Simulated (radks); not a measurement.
# C⁺ in [He] 2s1.75 2p1.25: an all-electron calculation

One table from this session's results is given with a row withheld; the runs are named, their logs left out.

The numbers are computed with radks (a radial shooting solver on a logarithmic mesh, Libxc functionals) version 1 (Dirac Kohn-Sham, PBE, spin-unpolarised, spherical densities, finite nucleus; open shells fill j = l - 1/2 first), except any that are marked as measured or tabulated.

### What is computed

| Property | Result |
| --- | --- |
| element | carbon (Z = 6) |
| charge | +1 |
| electrons | 5 |
| configuration | [He] 2s1.75 2p1.25 |
| nuclear rms radius | 2.4702 fm |

The first run:

Settings of this run:

```text
Z 6
configuration [He] 2s1.75 2p1.25
relativity Dirac
functional pbe,pbe
spin unpolarised
j_filling energy
nucleus finite rms 2.4702 fm
c 137.035999084
```

On the command line:

```bash
> python run_ks.py task.json out
```

The same process makes all the runs of this session.

Steps of the session up to this table: Self-consistent calculation.

One of the session's tables, all rows but one given; the rest of the session is left out.

It belongs to the step «Orbitals and density». From the orbitals of this run (lengths in bohr):

| level | <r> | outermost maximum (interpolated) | 90 % within |
| --- | --- | --- | --- |
| 1s1/2 | 0.2705 | 0.174 | 0.486 |
| 2s1/2 | 1.464 | 1.17 | 2.30 |
| 2p1/2 | 1.505 | 1.11 | 2.52 |
| 2p3/2 | ? | ? | ? |

Q: Estimate the row for 2p3/2 from the others.

The run gave: <r>: 1.506; outermost maximum (interpolated): 1.11; 90 % within: 2.52. In the column «<r>» it is the highest.
